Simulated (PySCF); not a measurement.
# H6NPr (Pr(H)3(NH3)+): the cost of one run

The runs use PySCF 2.14.0; PBE0, Pr lcecp-2-SVP with ECP47, H def2-SVP, N def2-SVP; scalar-relativistic core potentials, no spin–orbit coupling.

1 further run of the same task is left out (for a known fault of the program).

## Step 1: The starting structure

8 atoms, charge 1, spin multiplicity 1.

Bond lengths: Pr1–H2 2.135 Å, Pr1–H3 2.135 Å, Pr1–H4 2.135 Å, Pr1–N5 2.455 Å, N5–H6 1.020 Å, N5–H7 1.020 Å, N5–H8 1.020 Å. Angles: H2–Pr1–H3 109.5°, H2–Pr1–H4 109.5°, H2–Pr1–N5 109.5°, H3–Pr1–H4 109.5°, H3–Pr1–N5 109.5°, H4–Pr1–N5 109.5°, Pr1–N5–H6 113.0°, Pr1–N5–H7 113.0°, Pr1–N5–H8 113.0°, H6–N5–H7 105.8°, H6–N5–H8 105.8°, H7–N5–H8 105.8°.

As a file:

```xyz
8
H6NPr
Pr    0.0000    0.0000    0.0000
H     1.2326    1.2326    1.2326
H    -1.2326   -1.2326    1.2326
H     1.2326   -1.2326   -1.2326
N    -1.4174    1.4174   -1.4174
H    -2.0306    2.0306   -0.8803
H    -0.8803    2.0306   -2.0306
H    -2.0306    0.8803   -2.0306
```

Formal oxidation states: Pr +4. Each metal's 1 4f electrons lie in its core potential, so multiplicities, spins and levels count the valence alone.

## Step 2: SCF at the start, singlet

Contents of run.py (the lines that set the calculation):

```python
mol = gto.M(atom='''
Pr     0.00000     0.00000     0.00000
H      1.23260     1.23260     1.23260
H     -1.23260    -1.23260     1.23260
H      1.23260    -1.23260    -1.23260
N     -1.41740     1.41740    -1.41740
H     -2.03060     2.03060    -0.88030
H     -0.88030     2.03060    -2.03060
H     -2.03060     0.88030    -2.03060''',
    basis={'Pr': 'lcecp-2-SVP', 'H': 'def2-SVP', 'N': 'def2-SVP'},
    ecp={'Pr': 'lcecp-2-SVP'},
    charge=1, spin=0)
mf = dft.RKS(mol, xc='PBE0')
mf.grids.atom_grid = (50, 194)  # f atoms: unpruned, at least (60, 302)
mf = mf.density_fit()  # fitting sets: Pr AutoAux, H def2-universal-JKFIT, N def2-universal-JKFIT
mf.conv_tol = 1e-08; mf.max_cycle = 55
mf.kernel(dm0)  # dm0: free metal ions and neutral atoms
```

Run with:

```sh
$ OMP_NUM_THREADS=2 python run.py
```

Q: Estimate wall time and peak memory on 2 threads of Arm Neoverse V2, shared host.

About 2.1 s, with a peak of 0.49 GiB.
